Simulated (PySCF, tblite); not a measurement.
**C5H4ClO radical: geometry, infrared bands and EPR parameters**

Aim: predict the infrared bands and EPR parameters of C5H4ClO radical (`ClC1=CC[C]=CO1`).

The runs use tblite 0.8.0 and PySCF 2.14.0, with density-fitted response routines of our own; the level of theory stands in each step. All values are computed, except where a source is named. Atoms count from 0, in the outputs and in this text.

## (1) Starting geometry

11 atoms, charge 0, multiplicity 2; geometry from: force field or distance geometry start.

Bonds of the start (Å): Cl0–C1 1.74, C1–C2 1.36, C2–C3 1.52, C3–C4 1.44, C4–C5 1.29, C5–O6 1.39, O6–C1 1.41, C2–H7 1.08, C3–H8 1.11, C3–H9 1.09, C5–H10 1.07.

## (2) Optimising the geometry with GFN2-xTB

The job: settings as JSON, then the geometry in Å.

```
{"job": {"kind": "relax", "xc": "GFN2-xTB", "basis": "xTB"}, "charge": 0, "multiplicity": 2}
Cl     2.981400     0.510400    -0.018900
C      1.240900     0.390300    -0.023000
C      0.684000    -0.846100     0.024200
C     -0.828300    -1.030500     0.018800
C     -1.335400     0.320000    -0.002200
C     -0.875700     1.522700    -0.045600
O      0.511000     1.591500    -0.049500
H      1.295800    -1.731600     0.049200
H     -1.130600    -1.569400     0.935100
H     -1.141100    -1.616300    -0.844000
H     -1.396400     2.461500    -0.070200
```

Launch:

```
OMP_NUM_THREADS=1 python probes_run.py task.json out
```

The driver reads the jobs from task.json and runs them one after another.

What it wrote:

```text
step      E/eV     max force
  0    -577.31766    2.604
  1    -577.49163    1.175
  2    -577.55643    0.807
  3    -577.58095    0.667
  4    -577.60933    0.422
  5    -577.61695    0.382
  6    -577.62198    0.235
  7    -577.62569    0.179
  8    -577.62870    0.154
  9    -577.63009    0.101
 10    -577.63087    0.065
 11    -577.63135    0.060
 12    -577.63173    0.052
 13    -577.63194    0.033
 14    -577.63202    0.020
 15    -577.63206    0.020
 16    -577.63209    0.017
 17    -577.63211    0.013
 18    -577.63213    0.011
 19    -577.63213    0.008
```

The steps of the relaxation:

```
step  energy from step 0 (eV)  largest force (eV/Å)
   0                   0.0000                2.6039
   1                  -0.1740                1.1754
   2                  -0.2388                0.8070
   3                  -0.2633                0.6668
   4                  -0.2917                0.4220
   5                  -0.2993                0.3822
   6                  -0.3043                0.2350
   7                  -0.3080                0.1792
   8                  -0.3110                0.1542
   9                  -0.3124                0.1012
  10                  -0.3132                0.0646
  11                  -0.3137                0.0600
  12                  -0.3141                0.0521
  13                  -0.3143                0.0327
  14                  -0.3144                0.0201
  15                  -0.3144                0.0198
  16                  -0.3144                0.0173
  17                  -0.3144                0.0130
  18                  -0.3145                0.0110
  19                  -0.3145                0.0081
```

Distances of close pairs at the start and the end, largest changes first:

| bond | before (Å) | after (Å) | change (Å) |
| --- | --- | --- | --- |
| C1–O6 | 1.406 | 1.348 | -0.058 |
| C1–C2 | 1.357 | 1.326 | -0.031 |
| C3–C4 | 1.443 | 1.464 | +0.021 |
| C5–O6 | 1.388 | 1.408 | +0.019 |
| Cl0–C1 | 1.745 | 1.727 | -0.018 |
| C4–C5 | 1.288 | 1.299 | +0.010 |
| C3–H8 | 1.105 | 1.096 | -0.009 |
| C3–H9 | 1.089 | 1.096 | +0.007 |

The next job starts from the end point, and lists it.

## (3) Vibrational analysis with GFN2-xTB

The job: settings as JSON, then the geometry in Å.

```
{"job": {"kind": "ir", "xc": "GFN2-xTB", "basis": "xTB"}, "charge": 0, "multiplicity": 2}
Cl     2.926457     0.610834    -0.024351
C      1.214724     0.381762    -0.016666
C      0.668913    -0.826250     0.020514
C     -0.841656    -1.032243     0.028297
C     -1.423964     0.310668    -0.006819
C     -0.829698     1.464927    -0.042414
O      0.574079     1.567577    -0.052018
H      1.287875    -1.706649     0.047365
H     -1.141576    -1.580124     0.928932
H     -1.145161    -1.627287    -0.840628
H     -1.284569     2.439457    -0.068176
```

What it wrote:

```text
mode    cm-1     km/mol
  1     -25.8      2.95
  2     174.6      0.68
  3     262.1      0.20
  4     334.5     13.11
  5     383.4      3.05
  6     495.2      2.64
  7     516.8      9.56
  8     673.2     15.09
  9     741.3     17.42
 10     784.5      4.81
 11     906.1     45.34
 12     936.6     41.42
 13     977.2      0.91
 14     980.6     13.73
 15     991.2     24.78
 16    1037.5    108.67
 17    1119.5      0.06
 18    1186.9      8.40
 19    1223.0      4.58
 20    1282.4     18.57
 21    1461.2      0.42
 22    1704.1     83.48
 23    1757.5     31.28
 24    2894.3     21.28
 25    2928.5     42.44
 26    3113.4      8.65
 27    3118.9      2.99
```

The strongest bands and the atoms that carry them (share of the mass-weighted mode):

```
cm⁻¹  km/mol                                atoms
 906    45.3            O6 39 %, C2 31 %, C4 17 %
 937    41.4            C5 45 %, O6 28 %, C1 17 %
 991    24.8  C3 27 %, C4 17 %, H10 17 %, H7 14 %
1038   108.7            C1 32 %, O6 29 %, H7 11 %
1704    83.5                     C1 49 %, C2 42 %
1758    31.3                     C4 53 %, C5 38 %
2894    21.3                     H8 46 %, H9 45 %
2928    42.4                     H9 48 %, H8 48 %
```

## (4) Geometry optimisation at PBE0-D3(BJ)/def2-SVP

Same as in step 3 but for these lines:

```diff
@@ -1,2 +1,2 @@
-{"job": {"kind": "ir", "xc": "GFN2-xTB", "basis": "xTB"}, "charge": 0, "multiplicity": 2}
+{"job": {"xc": "PBE0", "basis": "def2-SVP", "d3": "d3bj", "grid": 1, "kind": "geom"}, "charge": 0, "multiplicity": 2}
 Cl     2.926457     0.610834    -0.024351
```

What it wrote:

```text
step   0  E = -727.43864127  max force = 0.023831
step   1  E = -727.43878697  max force = 0.010078
step   2  E = -727.43970634  max force = 0.003655
step   3  E = -727.43995727  max force = 0.001622
step   4  E = -727.44008922  max force = 0.001169
step   5  E = -727.44013685  max force = 0.001163
step   6  E = -727.44021296  max force = 0.001117
step   7  E = -727.44028000  max force = 0.000875
step   8  E = -727.44029594  max force = 0.000455
step   9  E = -727.44029853  max force = 0.000220
optimisation converged
```

Wall time 2.9 min (1 thread, shared host).

Relaxation path:

| step | energy from step 0 (eV) | largest force component (eV/Å) |
| --- | --- | --- |
| 0 | 0.0000 | 1.2254 |
| 1 | -0.0040 | 0.5182 |
| 2 | -0.0290 | 0.1879 |
| 3 | -0.0358 | 0.0834 |
| 4 | -0.0394 | 0.0601 |
| 5 | -0.0407 | 0.0598 |
| 6 | -0.0428 | 0.0574 |
| 7 | -0.0446 | 0.0450 |
| 8 | -0.0450 | 0.0234 |
| 9 | -0.0451 | 0.0113 |

Close pairs (by a distance rule), those that changed most:

```
  bond  before (Å)  after (Å)  change (Å)
 C5–O6       1.408      1.384      -0.024
 C4–C5       1.299      1.319      +0.020
 C2–H7       1.077      1.091      +0.015
C5–H10       1.076      1.090      +0.014
 C1–C2       1.326      1.340      +0.014
 C3–H8       1.096      1.106      +0.010
 C3–H9       1.096      1.106      +0.010
 C3–C4       1.464      1.474      +0.010
```

The end geometry stands in the next job.

```csv
at the end point,value
point group (found at 0.08 Å tolerance),Cs
"rotational constants (GHz, main isotopes)","5.277, 1.679, 1.284"
dipole moment (D),1.47
⟨S²⟩,0.765
```

## (5) g tensor and hyperfine couplings: B3LYP/IGLO-III+pcH-1

The job: settings as JSON, then the geometry in Å.

```
{"job": {"kind": "epr"}, "charge": 0, "multiplicity": 2}
Cl     2.878482     0.593269    -0.533247
C      1.202516     0.369605    -0.223995
C      0.642009    -0.841355    -0.104909
C     -0.835445    -1.031633     0.169415
C     -1.402820     0.327139     0.240062
C     -0.789497     1.487254     0.111022
O      0.572210     1.558497    -0.125788
H      1.284123    -1.717044    -0.212919
H     -0.993364    -1.592546     1.109942
H     -1.309581    -1.635107    -0.627364
H     -1.238500     2.479076     0.168999
```

Method: UKS B3LYP, IGLO-III on C Cl O, pcH-1 on H, non-relativistic, mean-field spin-orbit, GIAO.

What it wrote:

```text
UKS, coarse grid
  cycle   1  E = -728.29224203  |g| = 4.22e-01
  cycle   2  E = -728.22576048  |g| = 6.01e-01
  cycle   3  E = -728.35382494  |g| = 8.22e-02
  cycle   4  E = -728.35602623  |g| = 3.74e-02
  cycle   5  E = -728.35659024  |g| = 1.79e-02
  cycle   6  E = -728.35675967  |g| = 6.89e-03
  cycle   7  E = -728.35679243  |g| = 3.35e-03
  cycle   8  E = -728.35680443  |g| = 1.67e-03
  cycle   9  E = -728.35681088  |g| = 8.12e-04
UKS, final grid
  cycle   1  E = -728.35676373  |g| = 9.39e-04
  cycle   2  E = -728.35676358  |g| = 1.40e-03
  cycle   3  E = -728.35676453  |g| = 2.41e-04
  cycle   4  E = -728.35676462  |g| = 2.00e-04
  cycle   5  E = -728.35676471  |g| = 1.36e-04
  cycle   6  E = -728.35676473  |g| = 1.98e-05
  cycle   7  E = -728.35676473  |g| = 7.92e-06
E = -728.35676473 Eh   <S^2> = 0.7598 (exact 0.7500)
g shifts (ppm)      1          2          3
  rmc          -168       -168       -168
  gc             42          7          3
  oz_so       -1057        116        151
  total       -1183        -45        -15
hyperfine (MHz)  atom isotope    a_iso     a_fc   dipolar eigenvalues
    0  35Cl       4.04       4.02     -1.36     -0.87      2.22
    1   13C      -5.06      -5.06     -2.10      0.02      2.07
    2   13C      48.74      48.77     -5.45     -5.19     10.64
    3   13C      16.44      16.44     -6.41     -5.19     11.60
    4   13C     382.66     382.84    -78.20    -55.52    133.72
    5   13C      59.58      59.57    -18.96      2.12     16.84
    6   17O     -14.53     -14.54    -22.60      8.72     13.88
    7    1H      26.09      26.09     -3.48     -1.57      5.05
    8    1H      16.33      16.33     -6.66     -4.96     11.63
    9    1H      17.90      17.90     -6.67     -5.03     11.70
   10    1H      42.27      42.28     -5.91     -4.56     10.47
```

Wall time 2 min (1 thread, shared host).

Principal g values 2.00114, 2.00227, 2.00230; g(iso) = 2.00191, against 2.00232 for a free electron.

Hyperfine couplings; where a row names several nuclei, a(iso) is their mean (it holds for fast rotation or exchange) and the dipolar term the largest among them:

| nuclei | isotope | a(iso) (MHz) | a(iso) (G, at g = 2.0023) | largest dipolar term (MHz) |
| --- | --- | --- | --- | --- |
| C4 | 13C | 382.7 | 136.5 | 133.7 |
| C5 | 13C | 59.6 | 21.3 | -19.0 |
| C2 | 13C | 48.7 | 17.4 | 10.6 |
| H10 | 1H | 42.3 | 15.1 | 10.5 |
| H7 | 1H | 26.1 | 9.3 | 5.1 |
| H8, H9 | 1H | 17.1 | 6.1 | 11.7 |
| C3 | 13C | 16.4 | 5.9 | 11.6 |
| O6 | 17O | -14.5 | -5.2 | -22.6 |
| C1 | 13C | -5.1 | -1.8 | -2.1 |
| Cl0 | 35Cl | 4.0 | 1.4 | 2.2 |

Mulliken spin populations:

```
atom  value (e)
 Cl0       0.00
  C1      -0.01
  C2       0.04
  C3      -0.02
  C4       0.99
  C5      -0.09
  O6       0.04
  H7       0.01
  H8       0.01
  H9       0.01
 H10       0.02
```

In first order the couplings over 0.8 MHz of 1H, 35Cl give 44 distinct lines over 40.9 G, if the averaged nuclei exchange fast.

Orbitals, density, ELF and potential are computed afterwards from the orbital file.

ELF in a plane through or near 9 of the atoms.

Ten even steps from '0' (0.00) to '9' (1.00):
```
0000000000000000000000000000
0000000000000000000000000000
0000000112344421000000000000
0000013567788863000000000000
0000135883229862000000000000
0000257883736710168860000000
0000013567787301999994000000
0000000002532465899982000000
0000136877842765166200000000
0000147875662246985100000000
0000013677740036634420000000
0000000242237578252641000000
0000589994246317744320000000
0000899997447778520000000000
0000489992016898620000000000
0000001200003677410000000000
0000000000001232100000000000
0000000000000000000000000000
0000000000000000000000000000
0000000000000000000000000000
```
The map spans 9.5 Å across and 10.7 Å up, centred on the molecule. Atoms in the plane (x, y in Å): Cl0 (-1.2, 2.7), C1 (-0.6, 1.1), C2 (0.7, 0.8), C3 (1.2, -0.6), C4 (0.0, -1.5), C5 (-1.3, -1.1), O6 (-1.6, 0.2), H7 (1.4, 1.6), H10 (-2.2, -1.8).

On the surface of density 0.002 e/bohr³ the electrostatic potential runs, from the 1st to the 99th percentile, from -0.81 V near O6 to 1.13 V near H10.

The spin density lies nearest to C4 75 %; C5 7 % (beta excess).

## (6) Summary of results

| quantity | value |
| --- | --- |
| strongest single infrared mode (GFN2-xTB) | 1038 cm⁻¹, 109 km/mol |
| zero-point energy (GFN2-xTB) | 45.7 kcal/mol |
| point group | Cs |
| rotational constants (main isotopes) | 5.28, 1.68, 1.28 GHz |
| g(iso) (B3LYP) | 2.00191 |
| ⟨S²⟩ | 0.760 (exact 0.75) |
| largest a(iso) (averaged by class) | 13C on C4, 382.7 MHz |
| surface potential, 1st and 99th percentile | -0.81 V and 1.13 V |

In words: Over 19 steps the energy fell by 0.314 eV; of the close pairs, C1–O6 changed most, 1.406 to 1.348 Å (GFN2-xTB). The lowest mode is imaginary (26i cm⁻¹), so the xTB geometry is not a minimum. The strongest single mode, at 1038 cm⁻¹, is carried by C1, O6, H7. Unscaled tight-binding wavenumbers are off by several per cent, some by more. Its intensities can rank the bands wrongly. Over 9 steps the energy fell by 0.045 eV; of the close pairs, C5–O6 changed most, 1.408 to 1.384 Å (PBE0/def2-SVP). Most of the unpaired spin sits on C4 (0.99 e). The isotropic g lies 0.4 ppt below the free-electron value.
